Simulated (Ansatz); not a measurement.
# Cl2H3NSi: the cost of one run

Method: PBE0-D4, def2-SVP first, then def2-TZVP; program: Ansatz 0.2.0, Gaussian basis.

114 further runs of the same task are left out: 114 set aside as unsound or not needed.

## (1) Where the work starts

The guess: 7 atoms, charge 0, spin multiplicity 1.

Atoms are counted from 1 here; the program's logs count them from 0.

Bond lengths: Si1–N3 1.645 Å, Si1–Cl5 2.012 Å, Si1–Cl6 2.012 Å, N3–H7 1.014 Å. Angles: N3–Si1–Cl5 125.5°, N3–Si1–Cl6 125.5°, Cl5–Si1–Cl6 106.4°, Si1–N3–H7 126.9°.

Coordinates:

| atom | x (Å) | y (Å) | z (Å) |
| --- | --- | --- | --- |
| Si1 | -0.1310 | 0.1333 | 0.5516 |
| H2 | 1.2170 | -1.0306 | -0.2907 |
| N3 | -0.3699 | 0.2607 | -1.0710 |
| H4 | 0.7241 | -0.6544 | -1.1499 |
| Cl5 | 0.8532 | 1.4646 | 1.6943 |
| Cl6 | -1.2235 | -0.9977 | 1.8072 |
| H7 | -1.0699 | 0.8241 | -1.5414 |

Distances that are to change: H2–H4 1.06 Å, Si1–H2 1.97 Å, N3–H4 1.43 Å.

## (2) Constrained relaxation of the guess

Contents of hold/in.yaml:

```yaml
crystal:
  periodic: [false, false, false]
  atoms:
    - {symbol: Si, position_ang: [-0.131000, 0.133300, 0.551600]}
    - {symbol: H, position_ang: [1.217000, -1.030600, -0.290700]}
    - {symbol: N, position_ang: [-0.369900, 0.260700, -1.071000]}
    - {symbol: H, position_ang: [0.724100, -0.654400, -1.149900]}
    - {symbol: Cl, position_ang: [0.853200, 1.464600, 1.694300]}
    - {symbol: Cl, position_ang: [-1.223500, -0.997700, 1.807200]}
    - {symbol: H, position_ang: [-1.069900, 0.824100, -1.541400]}
basis:
  gaussian: {orbitals: def2-SVP}
hamiltonian: {xc: pbe0, dispersion: d4}
relax: {f_tol: 0.04, max_steps: 150, escape_saddle: false, constraints: [{distance: [1, 3]}, {distance: [0, 1]}, {distance: [2, 3]}]}
```

Command:

```sh
$ ansatz run in.yaml --threads 4 --pin off --events-out ev --progress --plain --max-ram 9574MiB
```

**Question.** How long does this run take on 4 threads of Intel Xeon at 2.50GHz, shared host?

About 15 s.
